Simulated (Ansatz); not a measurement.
# CH₂Ge (triplet): the correlation ladder, cc-pVDZ

Aim: climb from Hartree-Fock through coupled cluster and multireference methods for CH₂Ge (triplet) at one geometry and basis, and see what each rung misses.

Computed with Ansatz 0.2.0, Gaussian basis. Level: cc-pVDZ, core rule «outside noble gas», up to 15 orbitals frozen.

Plan: UHF; CCSD(T) on ROHF; CCSD(T) on UHF; BCCD(T) on ROHF; CISD; CCSDT(Q) on ROHF; CCSDT(Q) on UHF; CCSDTQ on ROHF; CASSCF and MRCISD+Q, 10 electrons in 10 orbitals; CASSCF and NEVPT2, 10 electrons in 10 orbitals.

4 further runs of the same task are left out: 4 set aside as unsound or not needed.

**1. The geometry**

The geometry is a PBE0/def2-TZVP stationary point (not a proven minimum) of the parent state, kept for this charge and spin. No spin-orbit coupling is included. The filled d shell of Ge may be among the frozen orbitals whatever the setting's name suggests; the logs give the count.

4 atoms, charge 0, spin multiplicity 3.

Atoms are counted from 1 here; the program's logs count them from 0.

Bond lengths: Ge1–C2 1.786 Å, C2–H3 1.089 Å, C2–H4 1.089 Å. Angles: Ge1–C2–H3 123.1°, Ge1–C2–H4 123.1°, H3–C2–H4 113.7°.

**2. UHF**

in.yaml

```yaml
crystal:
  periodic: [false, false, false]
  atoms:
    - {symbol: Ge, position_ang: [0.000000, 0.000000, 0.302970]}
    - {symbol: C, position_ang: [0.000000, 0.000000, -1.483402]}
    - {symbol: H, position_ang: [0.000000, -0.912198, -2.078999]}
    - {symbol: H, position_ang: [0.000000, 0.912198, -2.078999]}
basis:
  gaussian: {orbitals: cc-pVDZ}
magnetization: {spin_polarized: true, initial_magnetization: 2}
hamiltonian: {xc: hf}
output: {orbitals: {seedname: orbitals}}
```

On the command line:

```bash
ansatz run in.yaml --threads 1 --pin off --events-out ev --progress --plain --max-ram 2816MiB --backend cpu
```

Further steps of the session: CCSD(T) on ROHF; CCSD(T) on UHF; BCCD(T) on ROHF; CISD; CCSDT(Q) on ROHF; CCSDT(Q) on UHF; CCSDTQ on ROHF; CASSCF and MRCISD+Q, 10 electrons in 10 orbitals; CASSCF and NEVPT2, 10 electrons in 10 orbitals.

Before running them: what should the planned runs give, taken together? Wanted: RCCSDTQ below the RHF energy; RMP2 from RCCSDTQ; UMP2 from RCCSDTQ; RCCSD from RCCSDTQ; RCCSD(T) from RCCSDTQ; UCCSD(T) from RCCSDTQ; RCCSDT(Q) from RCCSDTQ; UCCSDT(Q) from RCCSDTQ; NEVPT2 valence from RCCSDTQ.

The runs gave:

```
                         quantity                                                                                value
     RCCSDTQ below the RHF energy                                                                           -5.8669 eV
                RMP2 from RCCSDTQ                                                                      +23.77 kcal/mol
                UMP2 from RCCSDTQ                                                                      +24.23 kcal/mol
               RCCSD from RCCSDTQ                                                                       +4.04 kcal/mol
            RCCSD(T) from RCCSDTQ                                                                       +0.73 kcal/mol
            UCCSD(T) from RCCSDTQ                                                                       +0.63 kcal/mol
           RCCSDT(Q) from RCCSDTQ                                                                       +0.01 kcal/mol
           UCCSDT(Q) from RCCSDTQ                                                                       -0.09 kcal/mol
      NEVPT2 valence from RCCSDTQ                                                                      +20.84 kcal/mol
    MRCISD+Q valence from RCCSDTQ                                                                       +0.12 kcal/mol
levels within 1 kcal/mol (43 meV)  RCCSD(T), UCCSD(T), BCCD(T), RCCSDT, UCCSDT, RCCSDT(Q), UCCSDT(Q), MRCISD+Q valence
                    T1 diagnostic                                                                                0.018
   effectively unpaired electrons                                                                                 2.02
```

In words: RCCSD(T) lands +0.73 kcal/mol from the yardstick (0.5 % of the correlation energy). One determinant dominates. Of the multireference levels listed MRCISD+Q valence comes nearest in total energy (+0.12 kcal/mol), which doesn't show that its space is the better one. These misses are within one basis, not against nature; the frozen cores of restricted and unrestricted runs differ, which can shift their rows.
